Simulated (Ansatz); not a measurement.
# Cu4Sn: what a guessed cell relaxes into

Aim: relax a trial structure of Cu4Sn and see where it ends.

Method: DFT PBE, scalar-relativistic, plane waves, PAW, in Ansatz 0.2.0.

## 1. The structure to begin with

It takes space group Pm-3m (No. 221, cubic). Conventional cell: a = 4.133 Å, b = 4.133 Å, c = 4.133 Å, α = 90.00°, β = 90.00°, γ = 90.00°. Cu (site symmetry 4/mmm) is surrounded by 2 Sn at 2.07 Å. Cu (site symmetry m-3m) has 12 Cu at 2.92 Å as nearest neighbours. Sn (site symmetry m-3m) is surrounded by 6 Cu at 2.07 Å.

Coordinates:

```cif
data_structure
_symmetry_space_group_name_H-M 'Pm-3m'
_symmetry_Int_Tables_number 221
_cell_length_a 4.1329
_cell_length_b 4.1329
_cell_length_c 4.1329
_cell_angle_alpha 90.000
_cell_angle_beta 90.000
_cell_angle_gamma 90.000
_cell_volume 70.60
loop_
_atom_site_label
_atom_site_type_symbol
_atom_site_symmetry_multiplicity
_atom_site_Wyckoff_symbol
_atom_site_fract_x
_atom_site_fract_y
_atom_site_fract_z
_atom_site_occupancy
Cu1 Cu 3 c 0.00000 0.50000 0.50000 1
Cu2 Cu 1 a 0.00000 0.00000 0.00000 1
Sn1 Sn 1 b 0.50000 0.50000 0.50000 1
```

A structure generator made this guess: species swapped into a database cell of Fe4N (Pm-3m, No. 221), with Cu on the Fe sites and Sn on the N sites. Lengths come from tabulated atomic sizes and are only a guess.

## 2. A first look at the guess

File input.yaml:

```yaml
crystal:
  lattice:
    - [4.13293711, 0.0, 0.0]
    - [0.0, 4.13293711, 0.0]
    - [0.0, 0.0, 4.13293711]
  atoms:
    - { symbol: Cu, position: [0.0, 0.5, 0.5] }
    - { symbol: Cu, position: [0.5, 0.5, 0.0] }
    - { symbol: Cu, position: [0.5, 0.0, 0.5] }
    - { symbol: Cu, position: [0.0, 0.0, 0.0] }
    - { symbol: Sn, position: [0.5, 0.5, 0.5] }
basis:
  ecutwfc: 420
kpoints:
  mp_grid: { grid: [4, 4, 4] }
hamiltonian:
  xc: pbe
scf:
  occupations: { method: gaussian, width: 0.1 }
  lower_state_search: "off"
output:
  forces: true
  stress: true
  eigenvalues: true
```

On the command line:

```bash
$ ansatz run input.yaml --threads 1 --pin off --max-ram 2048MiB --backend cpu --events-out ev --progress --plain --runs-dir out
```

The session goes on with these runs: rough relaxation on the coarse mesh; full relaxation.

Q: Predict the outcome of this session. Wanted: conventional cell; volume; energy over the elements, grey Sn; gap on the mesh.

**Answer**, as computed:

```
                              quantity                                                                      value
symmetry at the end (tolerance 0.05 Å)                                                space group Pm-3m (No. 221)
                     conventional cell  a = 4.809 Å, b = 4.809 Å, c = 4.809 Å, α = 90.00°, β = 90.00°, γ = 90.00°
                                volume                                                              22.25 Å³/atom
     energy over the elements, grey Sn                                                              +1.01 eV/atom
                       gap on the mesh                                                               none (metal)
```

What this shows: The space group Pm-3m (No. 221) is kept, and the volume per atom grows by 57.6 % from the first guess. With a positive formation energy it can't be a ground state. No finished test with a distortion of lower symmetry is shown, so the end may be a saddle point.
